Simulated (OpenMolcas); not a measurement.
# Ta³⁺ among point charges: CASSCF levels and susceptibility

How does a field of 6 point charges split the states of Ta³⁺, and what χT follows?

The numbers are computed with OpenMolcas 26.06 (state-averaged CASSCF, spin-orbit coupling by RASSI with atomic mean-field integrals), except any that are marked as measured or tabulated.

1 further run of the same task is left out (it didn't finish).

### 1 What is computed

```
Species                           : Ta³⁺ (tantalum, Z = 73, 70 electrons)
Basis                             : ANO-RCC-VDZP [7s6p4d2f1g], 68 functions
Scalar Hamiltonian                : DKH2, point nucleus
Inactive shells                   : 1s 2s 2p 3s 3p 3d 4s 4p 4d 4f 5s 5p
Active space                      : 2 electrons in 5 orbitals (5d)
Some configurations of this space : 5d2
Orbitals                          : optimised for each spin and parity, averaged over all roots
```

Outer shells as boxes (Hund's rule):

5d2
```
5d [↑ ][↑ ][  ][  ][  ]
```

The ion sits among 6 point charges of -1.7 e arranged as a tetragonal octahedron (D4h), 1.95 Å from the ion, with the axial distance 1.872 Å. The active orbitals were held to one l.

The work runs as a chain of OpenMolcas steps in one folder; each step below is one input file. Labels, J, g values, rates, χT and fits are worked out afterwards by a script from the matrices that RASSI stores. The input lists half of the charges; inversion (Group=XYZ) makes the rest.

### 2 One- and two-electron integrals

a.inp reads:

```
&GATEWAY
Coord
1

Ta 0.0 0.0 0.0
Basis=ANO-RCC-VDZP
Group=XYZ
NoMove
AngMom=0.0 0.0 0.0
AMFI
XField
3 Angstrom 0
1.950000 0.000000 0.000000 -1.700000
0.000000 1.950000 0.000000 -1.700000
0.000000 0.000000 1.872000 -1.700000
&SEWARD
```

Command:

```console
> OMP_NUM_THREADS=1 MOLCAS_MEM=1689 MOLCAS_PROJECT=a pymolcas a.inp > a.log
```

Log:

```text
Basis set label: TA.ANO-RCC...7S6P4D2F1G.

      Electronic valence basis set:
      ------------------
      Associated Effective Charge  73.000000 au
      Associated Actual Charge     73.000000 au
      Nuclear Model: Point charge

      Shell  nPrim  nBasis  Cartesian Spherical Contaminant
         s      24       7        X
         p      21       6        X
         d      15       4                 X
         f      11       2                 X
         g       4       1                 X
                  Relativistic Douglas-Kroll-Hess integrals:
                    - DKH order of Hamiltonian: 2
                    - DKH order of Properties : 0
                  Atomic mean-field integrals
```

### 3 CASSCF: triplets of even parity, 10 roots

a.inp reads:

```
&RASSCF
FileOrb=start.orb
Symmetry=1
Spin=3
nActEl=2 0 0
Inactive=15 19
Ras2=5 0
CIRoot=10 10 1
SDav=10
CIMx=300
Iter=120 100
PrWF=0.3
OrbListing=Nothing
MaxOrb=0
SupSym
1
20 4 5 6 7 8 10 11 12 13 14 16 17 18 19 20 23 24 25 26 27
0
>>> COPY $Project.JobIph JOB001
```

Command:

```console
> OMP_NUM_THREADS=1 MOLCAS_MEM=1689 MOLCAS_PROJECT=a pymolcas a.inp > a.log
```

start.orb holds the contracted functions of the basis, ordered by shell, or the orbitals of the step before.

Log, cut to the lines that bear on the results:

```text
[...]
      Number of active orbitals                  5
[...]
      Spin quantum number                      1.0
[...]
      Active orbitals                            5   0
[...]
      Number of CSFs                            10
      Number of root(s) required                10
[...]
      Convergence after  9 iterations
[...]
      Natural orbitals and occupation numbers for root  1
      sym 1:   0.988377   0.988377   0.011623  -0.000000   0.011623
      Natural orbitals and occupation numbers for root  2
      sym 1:   0.011623   0.000000   0.011623   0.988377   0.988377
      Natural orbitals and occupation numbers for root  3
      sym 1:   0.017456   0.982544   0.017456  -0.000000   0.982544
::    RASSCF root number  1 Total energy: -15596.84891640
::    RASSCF root number  2 Total energy: -15596.84891640
::    RASSCF root number  3 Total energy: -15596.84159290
[...]
::    RASSCF root number  7 Total energy: -15596.71226466
::    RASSCF root number  8 Total energy: -15596.68824508
::    RASSCF root number  9 Total energy: -15596.68824508
::    RASSCF root number 10 Total energy: -15596.61066283
```

### 4 Reference wave functions, singlets of even parity, 15 roots

a.inp reads:

```
&RASSCF
FileOrb=start.orb
Symmetry=1
Spin=1
nActEl=2 0 0
Inactive=15 19
Ras2=5 0
CIRoot=15 15 1
SDav=15
CIMx=300
Iter=120 100
PrWF=0.3
OrbListing=Nothing
MaxOrb=0
SupSym
1
20 4 5 6 7 8 10 11 12 13 14 16 17 18 19 20 23 24 25 26 27
0
>>> COPY $Project.JobIph JOB002
```

Log, cut to the lines that bear on the results:

```text
[...]
      Number of active orbitals                  5
[...]
      Spin quantum number                      0.0
[...]
      Active orbitals                            5   0
[...]
      Number of CSFs                            15
      Number of root(s) required                15
[...]
      Convergence after  8 iterations
[...]
      Natural orbitals and occupation numbers for root  1
      sym 1:   1.553634   0.221531   0.002763   0.000542   0.221531
      Natural orbitals and occupation numbers for root  2
      sym 1:   0.993642   0.006358  -0.000000   0.006358   0.993642
      Natural orbitals and occupation numbers for root  3
      sym 1:   0.993642   0.993642  -0.000000   0.006358   0.006358
::    RASSCF root number  1 Total energy: -15596.81272761
::    RASSCF root number  2 Total energy: -15596.80963450
::    RASSCF root number  3 Total energy: -15596.80963450
[...]
::    RASSCF root number 12 Total energy: -15596.66565659
::    RASSCF root number 13 Total energy: -15596.56565665
::    RASSCF root number 14 Total energy: -15596.55925519
::    RASSCF root number 15 Total energy: -15596.49510543
```

### 5 RASSI: spin-orbit coupling between the states

a.inp reads:

```
&RASSI
NrOfJobIphs=2 10 15
1 2 3 4 5 6 7 8 9 10
1 2 3 4 5 6 7 8 9 10 11 12 13 14 15
IphNames
JOB001
JOB002
EJob
SpinOrbit
DIPRint=1.0
SOCoupling=1000.0
Subsets=2
Property=9
'ANGMOM' 1 'ANGMOM' 2 'ANGMOM' 3 'MLTPL  1' 1 'MLTPL  1' 2 'MLTPL  1' 3
'AMFI' 1 'AMFI' 2 'AMFI' 3
SOProperty=3
'ANGMOM' 1 'ANGMOM' 2 'ANGMOM' 3
```

Command:

```console
> OMP_NUM_THREADS=1 MOLCAS_MEM=1689 MOLCAS_PROJECT=a pymolcas a.inp > a.log
```

Log, cut to the lines that bear on the results:

```text
SPIN-FREE ENERGIES:
  (Shifted by EMIN (a.u.) =     -15596.8489163978)
 SF State       Relative EMIN(au)   Rel lowest level(eV)    D:o, cm**(-1)      L_eff
     1             0.0000000000        0.0000000000              0.0000         2.8
     2             0.0000000000        0.0000000000              0.0000         2.8
     3             0.0073234976        0.1992825209           1607.3219         2.8
    11             0.0361887851        0.9847470092           7942.5203         3.2
    12             0.0392818987        1.0689149187           8621.3802         3.1
    13             0.0392818987        1.0689149187           8621.3802         3.1
    14             0.0470360021        1.2799148195          10323.2092         3.1
    15             0.0474155522        1.2902429051          10406.5108         3.2
    16             0.0930539536        2.5321270742          20422.9822         2.9
     4             0.1104668818        3.0059569892          24244.6782         2.9
[...]
Eigenvalues of complex Hamiltonian:
   -----------------------------------
  (Shifted by EMIN (a.u.) =     -15596.8489163978)
 SO State       Relative EMIN(au)   Rel lowest level(eV)    D:o, cm**(-1)     J-value
     1            -0.0087754945        0.0000000000              0.0000         1.8
     2            -0.0079206794        0.0232607045            187.6102         1.9
     3            -0.0053024367        0.0945067182            762.2481         2.0
     4            -0.0053024367        0.0945067182            762.2481         2.0
     5            -0.0051266728        0.0992894987            800.8238         1.9
     6             0.0040778104        0.3497562448           2820.9744         2.1
     7             0.0086662729        0.4746146710           3828.0255         2.9
     8             0.0086662729        0.4746146710           3828.0255         2.9
     9             0.0117065396        0.5573445410           4495.2869         3.0
    10             0.0360460934        1.2196575415           9837.2015         2.2
    11             0.0376325532        1.2628273106          10185.3892         2.5
[...]
```

These steps: 8.7 s of run time, 1 thread, shared host.

States without spin-orbit coupling:

```tsv
state	degeneracy	E (cm-1)	free-ion L (%)
3E	2	0	F (88)
3A2	1	1607	F (89)
1A1	1	7943	G (54)
1E	2	8621	D (51)
1B2	1	10323	D (51)
1B1	1	10407	G (54)
1A1	1	20423	G (57)
3E	2	24245	F (97)
3B2	1	26189	F (100)
3A2	1	29992	P (89)
1E	2	34211	G (57)
1A2	1	34495	G (100)
3E	2	35263	P (85)
1B2	1	36520	G (51)
1E	2	40221	G (94)
3B1	1	52291	F (100)
1A1	1	62168	D (49)
1B1	1	63573	D (54)
1A1	1	77653	S (51)
```

With spin-orbit coupling:

```json
{"E (cm-1)": "0.0", "Degeneracy": "1", "Label": "B1", "2S+1": "3", "g": ""}
{"E (cm-1)": "187.6", "Degeneracy": "1", "Label": "B2", "2S+1": "3", "g": ""}
{"E (cm-1)": "762.2", "Degeneracy": "2", "Label": "E", "2S+1": "3", "g": "0.00 0.00 0.54"}
{"E (cm-1)": "800.8", "Degeneracy": "1", "Label": "A1", "2S+1": "3", "g": ""}
{"E (cm-1)": "2821", "Degeneracy": "1", "Label": "A2", "2S+1": "3", "g": ""}
{"E (cm-1)": "3828", "Degeneracy": "2", "Label": "E", "2S+1": "3", "g": "0.00 0.00 2.09"}
{"E (cm-1)": "4495", "Degeneracy": "1", "Label": "A1", "2S+1": "3", "g": ""}
{"E (cm-1)": "9837", "Degeneracy": "1", "Label": "A1", "2S+1": "1", "g": ""}
{"E (cm-1)": "10185", "Degeneracy": "2", "Label": "E", "2S+1": "1", "g": "0.00 0.00 1.48"}
{"E (cm-1)": "11852", "Degeneracy": "1", "Label": "B2", "2S+1": "1", "g": ""}
{"E (cm-1)": "12198", "Degeneracy": "1", "Label": "B1", "2S+1": "1", "g": ""}
{"E (cm-1)": "22071", "Degeneracy": "1", "Label": "A1", "2S+1": "1", "g": ""}
{"E (cm-1)": "25537", "Degeneracy": "1", "Label": "B1", "2S+1": "3", "g": ""}
{"E (cm-1)": "25788", "Degeneracy": "1", "Label": "B2", "2S+1": "3", "g": ""}
{"E (cm-1)": "26219", "Degeneracy": "2", "Label": "E", "2S+1": "3", "g": "0.00 0.00 1.35"}
{"E (cm-1)": "26768", "Degeneracy": "1", "Label": "A2", "2S+1": "3", "g": ""}
{"E (cm-1)": "26923", "Degeneracy": "1", "Label": "A1", "2S+1": "3", "g": ""}
{"E (cm-1)": "28212", "Degeneracy": "2", "Label": "E", "2S+1": "3", "g": "0.00 0.00 3.20"}
{"E (cm-1)": "28326", "Degeneracy": "1", "Label": "B1", "2S+1": "3", "g": ""}
{"E (cm-1)": "31798", "Degeneracy": "2", "Label": "E", "2S+1": "3", "g": "0.00 0.00 3.44"}
{"E (cm-1)": "32162", "Degeneracy": "1", "Label": "A1", "2S+1": "3", "g": ""}
{"E (cm-1)": "35953", "Degeneracy": "2", "Label": "E", "2S+1": "1", "g": "0.00 0.00 1.12"}
{"E (cm-1)": "36146", "Degeneracy": "1", "Label": "A2", "2S+1": "3", "g": ""}
{"E (cm-1)": "36726", "Degeneracy": "1", "Label": "A1", "2S+1": "3", "g": ""}
```

Principal g values are given for doublets only; a zero marks a field direction without first-order Zeeman splitting.

Powder χT (cm³ K/mol): 0.00 at 2 K, 0.00 at 5 K, 0.00 at 10 K, 0.01 at 20 K, 0.02 at 50 K, 0.05 at 100 K, 0.07 at 150 K, 0.10 at 200 K, 0.12 at 250 K, 0.15 at 300 K.

### 6 Summary of results

```
                                            quantity                           value
                                              method                          CASSCF
                              spin-free ground state  3E, 2-fold in its orbital part
first state of the same spin within the active space                3A2 at 1610 cm⁻¹
                                        lowest level                       1-fold B1
                                          next level                      187.6 cm⁻¹
                                         χT at 300 K                  0.15 cm³ K/mol
                           effective moment at 300 K                         1.08 μB
```

The spin-free ground state (3E) comes to 88 % from free-ion F terms and keeps the highest spin of the shell. χT at 300 K is 0.15, against 1.00 cm³ K/mol for the spin alone, so spin-orbit coupling lowers it. The field of point charges can differ much from that of real complexes. This is an electrostatic model: the charges have no orbitals.
